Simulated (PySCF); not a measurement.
# Nd⁺ (sextet): spin, charge, geometry and surroundings

Aim: change spin, charge, geometry, field or solvent of Nd⁺ (sextet), one at a time, and compare with the base run.

Program: PySCF 2.14.0. Level of theory: each script names its method and basis. These are calculated values, not measurements.

4 further runs of the same task are left out: 4 that didn't finish.

## 1. The atom

Nd⁺ (sextet): 1 atom, charge 1, spin multiplicity 6.

## 2. The base run

input.py

```python
from pyscf import gto, scf, mp

mol = gto.M(
    atom='Nd 0 0 0',
    basis='x2c-svpall',
    charge=1,
    spin=5,
    verbose=4,
)
mf = scf.UHF(mol)
mf = mf.sfx2c1e()
mf.level_shift = 0.3
mf = mf.newton()
mf.kernel()
mp.MP2(mf, frozen=18).kernel()
mf.dip_moment()
print('orbital energies (hartree):', [e[max(0, n-3):n+3].round(4) for e, n in zip(mf.mo_energy, mol.nelec)])
```

Run with:

```console
$ python input.py
```

The log of this run is left out.

Base result: E(SCF) = -9619.542580 Eh, 15 macro-iterations, E(MP2) − E(SCF) = -0.55409 Eh, ⟨S²⟩ = 8.754.

No search for the lowest state was made; open d or f shells can end in a higher solution. The sextet is typed in the script; nothing here shows that it is the ground state.

## 3. Electric field 0.05 a.u.

Run 1 changes electric field: none → 0.05 a.u.

input.py

```python
from pyscf import gto, scf, mp

mol = gto.M(
    atom='Nd 0 0 0',
    basis='x2c-svpall',
    charge=1,
    spin=5,
    verbose=4,
)
mf = scf.UHF(mol)
mf = mf.sfx2c1e()
field = 0.05  # electric field along z, atomic units
h = mf.get_hcore() + field*mol.intor('int1e_r')[2]
mf.get_hcore = lambda *args: h
e_nuc = mol.energy_nuc() - field*mol.atom_charges() @ mol.atom_coords()[:, 2]
mf.energy_nuc = lambda *args: e_nuc
mf.level_shift = 0.3
mf = mf.newton()
mf.kernel()
mp.MP2(mf, frozen=18).kernel()
mf.dip_moment()
print('orbital energies (hartree):', [e[max(0, n-3):n+3].round(4) for e, n in zip(mf.mo_energy, mol.nelec)])
```

Run with:

```console
$ python input.py
```

## 4. State with 2S = 9

Run 2 changes spin (2S): 5 → 9.

input.py, as its differences from that of step 2:

```diff
@@ -6,3 +6,3 @@
     charge=1,
-    spin=5,
+    spin=9,
     verbose=4,
```

Q: Predict the outcome of this session. Wanted: for each run, E(SCF); from base; gap, α spin; after the SCF.

The runs gave:

```csv
run,E(SCF) (hartree),from base (eV),cycles,"gap, α spin (eV)",after the SCF
base,-9619.542580,0,15 macro,6.51,"MP2 correlation -15.078 eV, core frozen"
electric field 0.05 a.u.,-9619.659232,not comparable,7 macro,7.76,"MP2 correlation -15.119 eV, core frozen"
state with 2S = 9,-9618.265509,+34.7509,15 macro,7.50,"MP2 correlation -13.387 eV, core frozen"
```

**Reading.** The state with 2S = 9 solution found lies 34.75 eV above the base sextet at this geometry and level.
